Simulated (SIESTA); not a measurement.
The system is NaLaMnMoO6.

```xyz
20
Lattice="5.5573 0.0000 0.0005 0.0000 5.5979 0.0000 -0.0629 0.0000 8.0246" Properties=species:S:1:pos:R:3 pbc="T T T"
Na    4.1371    2.8870    4.0066
Na    1.3574    0.0880    4.0185
La    1.3662    5.3682    8.0197
La    4.1282    2.5692    0.0054
Mn    1.3603    2.7297    2.0550
Mn    4.1342    5.5286    5.9702
Mo    4.1820    5.5792    2.1743
Mo    1.3124    2.7803    5.8509
O     3.7112    5.4765    3.9373
O     0.1716    4.5353    2.2249
O     5.1703    1.6184    2.2495
O     2.6448    1.1737    1.5989
O     3.0125    4.1180    1.6116
O     4.6099    0.1018    0.0319
O     1.7833    2.6775    4.0878
O     5.3228    1.7363    5.8002
O     0.3241    4.4173    5.7757
O     2.8496    3.9726    6.4262
O     2.4819    1.3190    6.4136
O     0.8845    2.9007    7.9933
```

The cell was built by a generator and needn't be a form met in nature.

Base run:

* Program: SIESTA 5.4.2
* Functional: PBE
* Potentials or basis: PseudoDojo 0.4 standard (PBE files)
* Basis: DZP (energy shift 0.003 Ry; two zetas on semicore shells)
* Grid cutoff: 800 Ry
* Energy shift: 0.003 Ry
* k mesh: 5 × 5 × 4
* Occupations: fermi-dirac, width 0.05 eV
* Spin: collinear spin, ferromagnetic start
* Starting moments: [0.0, 0.0, 0.0, 0.0, 4.0, 4.0, 1.0, 1.0, 0.0, 0.0, 0.0, 0.0, 0.0, 0.0, 0.0, 0.0, 0.0, 0.0, 0.0, 0.0] μB
* Hubbard terms: Mn d U = 6 eV, Mo d U = 6 eV

Its results: band gap on the k mesh 1.29 eV, indirect (least direct gap 1.32 eV); pressure 7.5 GPa; net moment 10.00 μB per cell; site moments Na -0.02; La -0.03; Mn +4.88; Mo +0.40; O -0.07, -0.05, -0.04, -0.03, +0.00 μB; largest force 0.674 eV/Å.

Task: After a change of settings the same cell gave: band gap on the k mesh 1.03 eV, indirect (least direct gap 1.06 eV); pressure 6.8 GPa; net moment 10.00 μB per cell; site moments Na -0.02; La -0.03; Mn +4.79; Mo +0.35; O -0.04, -0.02, -0.01, +0.02 μB; largest force 0.504 eV/Å. Which change was it?
A. hubbard terms from Mn d U = 6 eV, Mo d U = 6 eV to Mn d U = 2 eV, Mo d U = 2 eV
B. hubbard terms from Mn d U = 6 eV, Mo d U = 6 eV to Mn d U = 4 eV, Mo d U = 4 eV
C. functional from PBE to BLYP; hubbard terms from Mn d U = 6 eV, Mo d U = 6 eV to none
D. functional from PBE to RPBE; hubbard terms from Mn d U = 6 eV, Mo d U = 6 eV to none

Result: B.

Caveats: short orbitals over semicore shells can move pressures by several GPa; spin-orbit coupling is left out, which moves the levels of the heavy elements; an odd mesh through Γ misses points on the zone boundary, where band edges often lie; the basis of atomic orbitals isn't converged, which shifts pressures, moduli and gaps; only a ferromagnetic start was run, and an antiferromagnetic order may lie lower in energy.

Not every run made on this cell is shown here.
